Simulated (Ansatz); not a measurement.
# CH₃Ge+ (triplet): from Hartree-Fock to the top rungs, cc-pVTZ

One table from this session's results is given with a row withheld; the runs are named, their logs left out.

Computed with Ansatz 0.2.0, Gaussian basis. Level: cc-pVTZ, core rule «outside noble gas», up to 15 orbitals frozen.

Plan: UHF; CCSD(T) on ROHF; CCSD(T) on UHF; BCCD(T) on ROHF; CCSDT(Q) on ROHF; CCSDT(Q) on UHF; CASSCF and NEVPT2, 10 electrons in 11 orbitals.

5 further runs of the same task are left out: 5 set aside as unsound or not needed.

## The system

The geometry is a PBE0/def2-TZVP stationary point (not a proven minimum) of the parent state, kept for this charge and spin. No spin-orbit coupling is included. The filled d shell of Ge may be among the frozen orbitals whatever the setting's name suggests; the logs give the count.

5 atoms, charge 1, spin multiplicity 3.

Atoms are counted from 1 here; the program's logs count them from 0.

Bond lengths: Ge1–C2 1.885 Å, Ge1–H3 1.585 Å, C2–H4 1.090 Å, C2–H5 1.087 Å. Angles: C2–Ge1–H3 99.2°, Ge1–C2–H4 120.5°, Ge1–C2–H5 123.1°, H4–C2–H5 113.6°.

The first run:

The input, in.yaml:

```yaml
crystal:
  periodic: [false, false, false]
  atoms:
    - {symbol: Ge, position_ang: [-0.010779, 0.032151, 0.310414]}
    - {symbol: C, position_ang: [0.050474, -0.062529, -1.571171]}
    - {symbol: H, position_ang: [0.350811, -1.472587, 0.652420]}
    - {symbol: H, position_ang: [-0.400886, -0.903724, -2.097076]}
    - {symbol: H, position_ang: [0.225451, 0.804390, -2.203997]}
basis:
  gaussian: {orbitals: cc-pVTZ}
total_charge: 1
magnetization: {spin_polarized: true, initial_magnetization: 2}
hamiltonian: {xc: hf}
output: {orbitals: {seedname: orbitals}}
```

Started as:

```bash
$ ansatz run in.yaml --threads 1 --pin off --events-out ev --progress --plain --max-ram 2816MiB --backend cpu
```

Among the steps run: UHF; CCSD(T) on ROHF; CCSD(T) on UHF; BCCD(T) on ROHF; CCSDT(Q) on ROHF; CCSDT(Q) on UHF; CASSCF and NEVPT2, 10 electrons in 11 orbitals.

One table of the session follows, with a row left open; its other results are not shown here.

```
        method  from UCCSDT(Q) (kcal/mol)
          ROHF                    +161.64
           UHF                    +157.98
          RMP2                     +25.38
          UMP2                     +25.86
         RCCSD                          ?
         UCCSD                      +6.43
      RCCSD(T)                      +1.13
      UCCSD(T)                      +0.96
       BCCD(T)                      +1.13
        RCCSDT                      +0.46
        UCCSDT                      +0.26
     RCCSDT(Q)                      +0.22
     UCCSDT(Q)                          0
CASSCF valence                     +99.31
NEVPT2 valence                     +23.54
```

Q: Estimate the row for RCCSD from the others.

As computed: from UCCSDT(Q) (kcal/mol): +6.71. In the column «from UCCSDT(Q) (kcal/mol)» it lies between UCCSD (+6.43) and NEVPT2 valence (+23.54).

To keep in mind: Restricted and unrestricted rows rest on different reference determinants; where their highest levels disagree by more than a few hundredths of an eV, they describe different states and don't form one ladder.
